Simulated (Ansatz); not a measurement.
**Si2Sn: how the settings move a single-point run**

Aim: see which settings change the result for Si2Sn, by how much, and at what cost. The cell is built on a prototype (ordering on diamond) and needn't be the phase found in nature.

Program: Ansatz 0.2.0. Level of theory: reference: DFT, PBE, plane waves, PAW. These are calculated values, not measurements.

**1. The starting structure**

Symmetry: P-3m1, No. 164, trigonal system. The conventional cell has a = 4.120 Å, b = 4.120 Å, c = 10.085 Å, α = 90.00°, β = 90.00°, γ = 120.00°. Si (site symmetry 3m) has 4 Si at 2.35 to 2.48 Å as nearest neighbours. Si (site symmetry 3m) has 1 Si at 2.35 Å and 3 Sn at 2.55 Å as nearest neighbours. Sn (site symmetry 3m) has 3 Si at 2.55 Å and 1 Sn at 2.82 Å as nearest neighbours.

Coordinates:

```xyz
6
Lattice="4.1204 0.0000 0.0000 -2.0602 3.5683 0.0000 0.0000 0.0000 10.0845" Properties=species:S:1:pos:R:3 pbc="T T T"
Si    2.0602    1.1894    5.3947
Si    0.0000    2.3789    2.3415
Sn    0.0000    0.0000    8.6733
Si    0.0000    2.3789    4.6899
Sn    0.0000    0.0000    1.4112
Si    2.0602    1.1894    7.7430
```

**2. Reference**

input.yaml reads:

```yaml
crystal:
  lattice:
    - [4.1203575851, 0.0, 0.0]
    - [-2.0601787926, 3.5683343414, 0.0]
    - [0.0, 0.0, 10.0845230503]
  atoms:
    - { symbol: Si, position: [0.6666666667, 0.3333333333, 0.5349450954] }
    - { symbol: Si, position: [0.3333333333, 0.6666666667, 0.2321865222] }
    - { symbol: Sn, position: [0.0, 0.0, 0.8600596211] }
    - { symbol: Si, position: [0.3333333333, 0.6666666667, 0.4650549046] }
    - { symbol: Sn, position: [0.0, 0.0, 0.1399403789] }
    - { symbol: Si, position: [0.6666666667, 0.3333333333, 0.7678134778] }
kpoints:
  mp_grid: { grid: [6, 6, 2] }
hamiltonian:
  xc: pbe
scf:
  occupations: { method: fermi_dirac, width: 0.02 }
  n_extra_bands: 5
output:
  forces: true
  stress: true
  eigenvalues: true
```

On the command line:

```
ansatz run input.yaml --threads 4 --pin off --max-ram 4608MiB --backend cpu --events-out ev --progress --plain --runs-dir out
```

**3. Variant: occupations.width 0.05**

Edit input.yaml of step 2 so:

```diff
@@ -17,3 +17,3 @@
 scf:
-  occupations: { method: fermi_dirac, width: 0.02 }
+  occupations: { method: fermi_dirac, width: 0.05 }
   n_extra_bands: 5
```

**4. Changing settings: occupations.method methfessel_paxton, occupations.width 0.5**

Edit input.yaml of step 2 so:

```diff
@@ -17,3 +17,3 @@
 scf:
-  occupations: { method: fermi_dirac, width: 0.02 }
+  occupations: { method: methfessel_paxton, width: 0.5 }
   n_extra_bands: 5
```

**5. Variant: n_extra_bands 24**

Edit input.yaml of step 2 so:

```diff
@@ -18,3 +18,3 @@
   occupations: { method: fermi_dirac, width: 0.02 }
-  n_extra_bands: 5
+  n_extra_bands: 24
 output:
```

**6. Variant: ecutwfc 200**

Edit input.yaml of step 2 so:

```diff
@@ -23 +23,3 @@
   eigenvalues: true
+basis:
+  ecutwfc: 200
```

**7. Changing settings: exchange pbe, correlation pbe, coeff 0.05**

Edit input.yaml of step 2 so:

```diff
@@ -15,3 +15,3 @@
 hamiltonian:
-  xc: pbe
+  xc: { exchange: pbe, correlation: pbe, exx: { coeff: 0.05 } }
 scf:
```

Q: Predict the outcome of this session. Wanted: for each run, ending; energy change; pressure; gap; force.

**Answer**, as computed:

| run | ending | energy change | pressure (GPa) | gap (eV) | force (eV/Å) | cycles | time |
| --- | --- | --- | --- | --- | --- | --- | --- |
| reference | converged | 0 | 1.5 | 0.08 | 0.07 | 7 | 2.3 s |
| 1: occupations.width 0.05 | converged | 0.0 meV/atom (σ→0) | 1.5 | 0.09 | 0.09 | 6 | 2.2 s |
| 2: occupations.method methfessel_paxton, occupations.width 0.5 | converged | +0.2 meV/atom (σ→0) | 1.5 | 0.10 | 0.09 | 8 | 2.5 s |
| 3: n_extra_bands 24 | converged | 0.0 meV/atom | 1.5 | 0.08 | 0.07 | 7 | 3.2 s |
| 4: ecutwfc 200 | converged | +1.78 eV/atom | 2.0 | 0.05 | 0.34 | 7 | 1.1 s |
| 5: exchange pbe, correlation pbe, coeff 0.05 | converged | not comparable | 1.1 | 0.29 | 0.05 | 20 | 61 s |

Residual by cycle in the longest SCF loop of each run; runs are numbered as in the table. The quantity is the density residual dr2, in eV.

| cycle | reference | run 1 | run 2 | run 3 | run 4 | run 5 |
| --- | --- | --- | --- | --- | --- | --- |
| 1 | 0.0249 | 0.022 | 0.0191 | 0.0286 | 0.681 | 0.0248 |
| 2 | 0.00272 | 0.00193 | 0.00972 | 0.00275 | 0.074 | 0.109 |
| 3 | 2.8e-4 | 2.5e-4 | 0.00256 | 5.2e-4 | 0.00315 | 0.00124 |
| 4 | 2.5e-5 | 2.2e-5 | 5.5e-4 | 1.0e-5 | 2.4e-4 | 3.7e-5 |
| 5 | 1.8e-6 | 1.3e-6 | 5.5e-5 | 9.5e-7 | 1.8e-5 | 2.1e-5 |
| 6 | 1.1e-7 | 7.7e-8 | 9.4e-6 | 1.7e-7 | 1.3e-6 | 4.5e-6 |
| 7 | 4.2e-9 | - | 5.0e-7 | 9.7e-9 | 9.7e-8 | 1.3e-7 |
| 8 | - | - | 2.6e-8 | - | - | 4.7e-8 |
| 9 | - | - | - | - | - | 1.6e-9 |
| 10 | - | - | - | - | - | 1.8e-10 |

What this shows: Run 4 ran under the cutoff that the potentials recommend, as the log warns, so basis error is mixed into its values, and swamps them where the cutoff is far short. Of the variants the dearest is «exchange pbe, correlation pbe, coeff 0.05» (61 s), the cheapest «ecutwfc 200» (1.1 s), on a shared host.
